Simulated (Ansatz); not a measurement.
# KBr: further runs on the relaxed cell

An exercise on one series of results from a longer session: the logs are not shown, and one member is left open.

Method: DFT r2SCAN, scalar-relativistic, plane waves, PAW, in Ansatz 0.2.0.

1 further run of the same task is left out (set aside as unsound or not needed).

**The structure to begin with**

The structure is cubic, space group Fm-3m (No. 225). The conventional cell has a = 6.604 Å, b = 6.604 Å, c = 6.604 Å, α = 90.00°, β = 90.00°, γ = 90.00°. K (site symmetry m-3m) has 6 Br at 3.30 Å as nearest neighbours. Br (site symmetry m-3m) is surrounded by 6 K at 3.30 Å.

Coordinates:

```xyz
2
Lattice="0.0000 3.3022 3.3022 3.3022 0.0000 3.3022 3.3022 3.3022 0.0000" Properties=species:S:1:pos:R:3 pbc="T T T"
K     0.0000    0.0000    0.0000
Br    3.3022    3.3022    3.3022
```

It is the result of an earlier relaxation at this level (volume 36.01 Å³/atom; gap on the mesh: 5.07 eV).

Set-up of the first run:

input.yaml reads:

```yaml
crystal:
  lattice:
    - [0.0, 3.3022256258, 3.3022256258]
    - [3.3022256258, 0.0, 3.3022256258]
    - [3.3022256258, 3.3022256258, 0.0]
  atoms:
    - { symbol: K, position: [0.0, 0.0, 0.0] }
    - { symbol: Br, position: [0.5, 0.5, 0.5] }
basis:
  ecutwfc: 500
kpoints:
  mp_grid: { grid: [6, 6, 6] }
  band_path:
    path:
      - [[0.0, 0.0, 0.0], [0.5, 0.0, 0.5], [0.625, 0.25, 0.625]]
      - [[0.375, 0.375, 0.75], [0.0, 0.0, 0.0], [0.5, 0.5, 0.5], [0.5, 0.25, 0.75], [0.5, 0.0, 0.5]]
    npoints: 14
hamiltonian:
  xc: r2scan
scf:
  occupations: { method: gaussian, width: 0.02 }
  n_extra_bands: 6
output:
  forces: true
  stress: true
  eigenvalues: true
  populations: true
  dos: { projected: true, de: 0.02, nscf_kmesh: { grid: [9, 9, 9] } }
  bader: true
  write_density: true
  write_potential: true
  elf: true
  volumetric_format: npy
```

Run with:

```console
ansatz run input.yaml --threads 1 --pin off --max-ram 2560MiB --backend cpu --events-out ev --progress --plain --runs-dir out
```

Steps of the session up to this table: Bands, states and charges; Band edges anywhere in the zone; Eigenvalues a small step from each edge; The cell as listed, for comparison; Dielectric function, independent particles; Volume × 0.97; The cell scaled to 1.03 of its volume; Point at V/V0 = 0.94; The cell scaled to 1.06 of its volume; Volume × 0.91; Point at V/V0 = 1.10; Point at V/V0 = 0.88.

One of the session's tables, all rows but one given; the rest of the session is left out.

It belongs to the step «Energy against volume». 

| volume (Å³/atom) | energy above the lowest point (meV/atom) | pressure (GPa) | gap on the mesh (eV) |
| --- | --- | --- | --- |
| 31.689 | 34.4 | 2.85 | 5.47 |
| 32.769 | 18.3 | 1.95 | 5.36 |
| 33.849 | 7.8 | 1.19 | 5.26 |
| 34.929 | 2.0 | 0.56 | 5.16 |
| 36.010 | 0.0 | 0.03 | 5.07 |
| 37.090 | 1.3 | -0.41 | 4.99 |
| 38.170 | ? | ? | ? |
| 39.611 | 14.2 | -1.18 | 4.82 |

Estimate the missing values for volume (Å³/atom) = 38.170.

Worked estimate for «energy above the lowest point (meV/atom)». A straight line through the neighbours (37.090, 1.3) and (39.611, 14.2) gives 1.3 + (14.2 − 1.3) × (38.170 − 37.090) / (39.611 − 37.090) = 6.8; a parabola fitted to 3 rows on both sides gives 5.1.

The run gave: energy above the lowest point (meV/atom): 5.3; pressure (GPa): -0.78; gap on the mesh (eV): 4.91. In «energy above the lowest point (meV/atom)» the line misses by +1.5 and the parabola by -0.2.
